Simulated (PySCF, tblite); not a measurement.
# C₄H₁₂N₂Si: geometry, infrared bands and NMR shifts

Aim: predict the infrared bands and NMR shifts of C₄H₁₂N₂Si (`CC[C@H]1CN[SiH2]N1`).

Programs: tblite 0.8.0 and PySCF 2.14.0, with density-fitted response routines of our own. Each step states its level of theory. These are calculated values for one molecule in the gas phase, unless marked as measured. Atoms count from 0, in the outputs and in this text.

## Step 1: The starting structure

19 atoms, charge 0, multiplicity 1; geometry from: force field or distance geometry start.

Bonds of the start (Å): C0–C1 1.52, C1–C2 1.54, C2–C3 1.55, C3–N4 1.48, N4–Si5 1.71, Si5–N6 1.71, N6–C2 1.47, C0–H7 1.09, C0–H8 1.10, C0–H9 1.09, C1–H10 1.10, C1–H11 1.08, C2–H12 1.09, C3–H13 1.10, C3–H14 1.09, N4–H15 1.02, Si5–H16 1.47, Si5–H17 1.47, N6–H18 1.01.

## Step 2: Geometry optimisation with GFN2-xTB

Job settings and geometry (Å):

```
{"job": {"kind": "relax", "xc": "GFN2-xTB", "basis": "xTB"}, "charge": 0, "multiplicity": 1}
C     -2.442600    -0.818900     0.202000
C     -1.549300     0.395100    -0.006100
C     -0.113400     0.002100    -0.407800
C      0.767300     1.250900    -0.668900
N      2.149500     0.746100    -0.520100
Si     2.290200    -0.553300     0.577900
N      0.593600    -0.752500     0.632300
H     -2.490400    -1.421300    -0.700600
H     -3.462800    -0.490200     0.441900
H     -2.107500    -1.448400     1.030700
H     -1.528700     0.977300     0.927700
H     -1.985100     1.031100    -0.767800
H     -0.162400    -0.595500    -1.320600
H      0.582400     2.024900     0.083800
H      0.598300     1.674500    -1.654500
H      2.751600     1.508700    -0.217300
H      2.921400    -1.717300    -0.059500
H      2.803100    -0.064600     1.871300
H      0.375000    -1.739700     0.548100
```

Started as:

```console
$ OMP_NUM_THREADS=1 python probes_run.py task.json out
```

This one command runs all jobs of the session in turn.

**Question.** This job is followed by: GFN2-xTB harmonic vibrations, gas phase; GIAO PBE0/pcSseg-1 NMR shielding, non-relativistic, gas phase. What will the session give for the following? strongest single infrared mode (GFN2-xTB); zero-point energy (GFN2-xTB); ¹³C shifts against TMS (PBE0/pcSseg-1); ¹H shifts against TMS (PBE0/pcSseg-1, means over atoms taken as alike); ¹⁵N shifts against NH3 (PBE0/pcSseg-1); ²⁹Si shifts against TMS (PBE0/pcSseg-1).

As calculated:

```
                                                              quantity                                                            value
                             strongest single infrared mode (GFN2-xTB)                                            2196 cm⁻¹, 530 km/mol
                                          zero-point energy (GFN2-xTB)                                                   100.0 kcal/mol
                                ¹³C shifts against TMS (PBE0/pcSseg-1)                                       60.6, 54.5, 34.5, 14.4 ppm
¹H shifts against TMS (PBE0/pcSseg-1, means over atoms taken as alike)  5.36, 5.35, 3.43, 3.24, 2.88, 1.45, 1.15, 1.09, 0.40, -0.19 ppm
                                ¹⁵N shifts against NH3 (PBE0/pcSseg-1)                                                   33.7, 20.7 ppm
                               ²⁹Si shifts against TMS (PBE0/pcSseg-1)                                                        -24.2 ppm
```

In words: Relaxing lowered the energy by 0.383 eV in 73 steps; the close pair that moved most is C3–N4, from 1.479 to 1.445 Å. No mode is imaginary among the 51: a minimum at this level. The strongest single mode, at 2196 cm⁻¹, moves mainly H17 and H16. GFN2-xTB is a fitted tight-binding method: band positions and strengths are rough. Its intensities can rank the bands wrongly. C2 (sp3 CH bonded to N) lies farthest downfield among carbon, at 60.6 ppm; deshielded by the electronegative neighbour. At PBE0/pcSseg-1: Shielding is most anisotropic at N4 (span 120 ppm, paramagnetic term -75 ppm).
